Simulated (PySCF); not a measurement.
**WO2F2: other functionals and bases at one geometry**

How far do other levels of theory move the description of WO2F2, and what does each cost? The species was built from a template and needn't be a known compound.

Method: several levels, as the steps say, no spin–orbit coupling; program: PySCF 2.14.0.

4 further runs of the same task are left out: 2 for a known fault of the program, 1 that didn't finish, 1 set aside as unsound or not needed.

### Step 1. Starting geometry

5 atoms, charge 0, spin multiplicity 1.

Bond lengths: W1–O2 1.704 Å, W1–O3 1.704 Å, W1–F4 1.862 Å, W1–F5 1.862 Å. Angles: O2–W1–O3 105.8°, O2–W1–F4 108.8°, O2–W1–F5 108.8°, O3–W1–F4 108.8°, O3–W1–F5 108.8°, F4–W1–F5 115.3°.

Geometry (Å):

```xyz
5
charge 0, multiplicity 1
W     0.0000    0.0000   -0.0249
O     0.9611    0.9611    1.0033
O    -0.9611   -0.9611    1.0033
F     1.1118   -1.1118   -1.0215
F    -1.1118    1.1118   -1.0215
```

Formal oxidation states: W +6. An earlier session relaxed this geometry at r2SCAN, W def2-SVP with ECP60, O def2-SVP, F def2-SVP (singlet, point group C2v).

At r2SCAN on the finer grid: E = -417.057847 Eh, HOMO -8.50 eV, LUMO -3.37 eV, Mulliken charge on W1 +1.32 e, largest force component 0.022 eV/Å. 

Levels to run: TPSSh; BLYP; HF; M06-L; r2SCAN, TZVP; r2SCAN, x2c-SVP. Hardware: 2 threads of Arm Neoverse V2, shared host.

### Step 2. TPSSh

Contents of run.py (the lines that set the calculation):

```python
mol = gto.M(atom='''
W      0.00000     0.00000    -0.02494
O      0.96115     0.96115     1.00331
O     -0.96115    -0.96115     1.00331
F      1.11177    -1.11177    -1.02153
F     -1.11177     1.11177    -1.02153''',
    basis={'W': 'def2-SVP', 'O': 'def2-SVP', 'F': 'def2-SVP'},
    ecp={'W': 'def2-SVP'},
    charge=0, spin=0)
mf = dft.RKS(mol, xc='TPSSH')
mf.grids.atom_grid = (75, 302)
mf = mf.density_fit()  # fitting sets: W def2-universal-JKFIT, O def2-universal-JKFIT, F def2-universal-JKFIT
mf.conv_tol = 1e-08; mf.max_cycle = 55
mf.kernel(dm0)  # dm0: the density of the relaxed state
```

The run is started by

```bash
> OMP_NUM_THREADS=2 python run.py
```

### Step 3. BLYP

run.py (the lines that set the calculation): that of step 2 with these lines changed.

```diff
@@ -9,3 +9,3 @@
     charge=0, spin=0)
-mf = dft.RKS(mol, xc='TPSSH')
+mf = dft.RKS(mol, xc='BLYP')
 mf.grids.atom_grid = (75, 302)
```

### Step 4. HF

run.py (the lines that set the calculation): that of step 3 with these lines changed.

```diff
@@ -9,4 +9,3 @@
     charge=0, spin=0)
-mf = dft.RKS(mol, xc='BLYP')
-mf.grids.atom_grid = (75, 302)
+mf = scf.RHF(mol)
 mf = mf.density_fit()  # fitting sets: W def2-universal-JKFIT, O def2-universal-JKFIT, F def2-universal-JKFIT
```

### Step 5. M06-L

run.py (the lines that set the calculation): that of step 4 with these lines changed.

```diff
@@ -9,3 +9,4 @@
     charge=0, spin=0)
-mf = scf.RHF(mol)
+mf = dft.RKS(mol, xc='M06L')
+mf.grids.atom_grid = (75, 302)
 mf = mf.density_fit()  # fitting sets: W def2-universal-JKFIT, O def2-universal-JKFIT, F def2-universal-JKFIT
```

### Step 6. r2SCAN, TZVP

Basis: W def2-TZVP with ECP60, O def2-TZVP, F def2-TZVP. 

Contents of run.py (the lines that set the calculation):

```python
mol = gto.M(atom='''
W      0.00000     0.00000    -0.02494
O      0.96115     0.96115     1.00331
O     -0.96115    -0.96115     1.00331
F      1.11177    -1.11177    -1.02153
F     -1.11177     1.11177    -1.02153''',
    basis={'W': 'def2-TZVP', 'O': 'def2-TZVP', 'F': 'def2-TZVP'},
    ecp={'W': 'def2-TZVP'},
    charge=0, spin=0)
mf = dft.RKS(mol, xc='R2SCAN')
mf.grids.atom_grid = (75, 302)
mf = mf.density_fit()  # fitting sets: W def2-universal-JKFIT, O def2-universal-JKFIT, F def2-universal-JKFIT
mf.conv_tol = 1e-08; mf.max_cycle = 55
mf.kernel(dm0)  # dm0: free metal ions and neutral atoms
```

### Step 7. r2SCAN, x2c-SVP

Basis: W x2c-SVPall, O x2c-SVPall, F x2c-SVPall. All electrons are treated, with the spin-free X2C Hamiltonian.

Contents of run.py (the lines that set the calculation):

```python
mol = gto.M(atom='''
W      0.00000     0.00000    -0.02494
O      0.96115     0.96115     1.00331
O     -0.96115    -0.96115     1.00331
F      1.11177    -1.11177    -1.02153
F     -1.11177     1.11177    -1.02153''',
    basis={'W': 'x2c-SVPall', 'O': 'x2c-SVPall', 'F': 'x2c-SVPall'},
    nucmod='G',
    charge=0, spin=0)
mf = dft.RKS(mol, xc='R2SCAN')
mf.grids.atom_grid = (99, 590)
mf = mf.density_fit()  # fitting sets: W AutoAux, O AutoAux, F AutoAux
mf = mf.sfx2c1e()
mf.conv_tol = 1e-08; mf.max_cycle = 55
mf.kernel(dm0)  # dm0: free metal ions and neutral atoms
```

Before running it: what results should come out? Wanted: for each run, HOMO; gap; charge on W1; dipole; largest force.

**Answer**, as computed:

| level | state | HOMO (eV) | gap (eV) | charge on W1 (e) | dipole (D) | largest force (eV/Å) | basis functions | time |
| --- | --- | --- | --- | --- | --- | --- | --- | --- |
| r2SCAN (relaxed here) | singlet | -8.50 | 5.14 | 1.32 | 1.74 | 0.02 | 88 | 15 s |
| TPSSh | singlet | -8.83 | 5.80 | 1.32 | 1.77 | 0.08 | 88 | 4.3 s |
| BLYP | singlet | -7.88 | 4.67 | 1.11 | 1.70 | 0.81 | 88 | 3.1 s |
| HF | singlet | -14.02 | 14.64 | 1.92 | 2.14 | 3.64 | 88 | 1.6 s |
| M06-L | singlet | -8.45 | 5.13 | 1.49 | 1.74 | 0.40 | 88 | 4.1 s |
| r2SCAN, TZVP | singlet | -8.54 | 5.13 | 1.68 | 1.78 | 0.14 | 164 | 14 s |
| r2SCAN, x2c-SVP | singlet | -8.78 | 4.92 | 1.28 | 1.64 | 0.71 | 122 | 25 s |

Times are on 2 threads of Arm Neoverse V2, shared host; the first row also made further properties.

In one basis the HOMO–LUMO gap runs from 4.67 eV (BLYP) to 14.64 eV (HF). The largest leftover force, 3.64 eV/Å with HF, stands at a geometry relaxed at another level. The Mulliken charge on W spans +1.11 to +1.92 e over the levels. Total energies of different levels can't be compared. Spin–orbit coupling is left out throughout.
